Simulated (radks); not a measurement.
# Valence configurations of Te³⁺

One table from this session's results is given with a row withheld; the runs are named, their logs left out.

Method: scalar-relativistic Kohn-Sham, PBE, spin-polarised, spherical densities, finite nucleus; open shells are filled with parallel spins first. Code: radks (a radial shooting solver on a logarithmic mesh, Libxc functionals) version 1.

## The system

* element: tellurium (Z = 52)
* charge: +3
* electrons: 49
* configuration: [Kr] 4d10 5s2 5p1
* nuclear rms radius: 4.7423 fm
* others tried: 4d10 5s1 5p2; 4d10 5s1.5 5p1.5; 4d10 5p3; 4d9 5s2 5p2; 4d8 5s2 5p3

The outer shells:

Te³⁺
```
[Kr] core
4d [↑↓][↑↓][↑↓][↑↓][↑↓]
5s [↑↓]
5p [↑ ][  ][  ]
```

The first run:

Input:

```text
Z 52
configuration [Kr] 4d10 5s2 5p1
relativity scalar-relativistic
functional pbe,pbe
spin polarised
nucleus finite rms 4.7423 fm
c 137.035999084
```

Launch:

```console
$ python run_ks.py task.json out
```

This one command runs every case of the session in turn.

Steps of the session up to this table: [Kr] 4d10 5s2 5p1.

One of the session's tables, all rows but one given; the rest of the session is left out.

It belongs to the step «[Kr] 4d10 5s2 5p1». Radial moments (bohr):

```
  level     <r>  outermost maximum (interpolated)  90 % within  nodes
  4p up       ?                                 ?            ?      ?
4p down  0.8200                             0.738         1.20      2
  4d up  0.9658                             0.810         1.48      1
4d down  0.9628                             0.810         1.47      1
  5s up   1.922                              1.73         2.76      4
5s down   1.918                              1.72         2.76      4
  5p up   2.227                              1.99         3.22      3
5p down   2.231                              1.98         3.23      3
```

Estimate the missing values for 4p up.

The run gave: <r>: 0.8204; outermost maximum (interpolated): 0.738; 90 % within: 1.20; nodes: 2. In the column «<r>» it lies between 4p down (0.8200) and 4d down (0.9628).
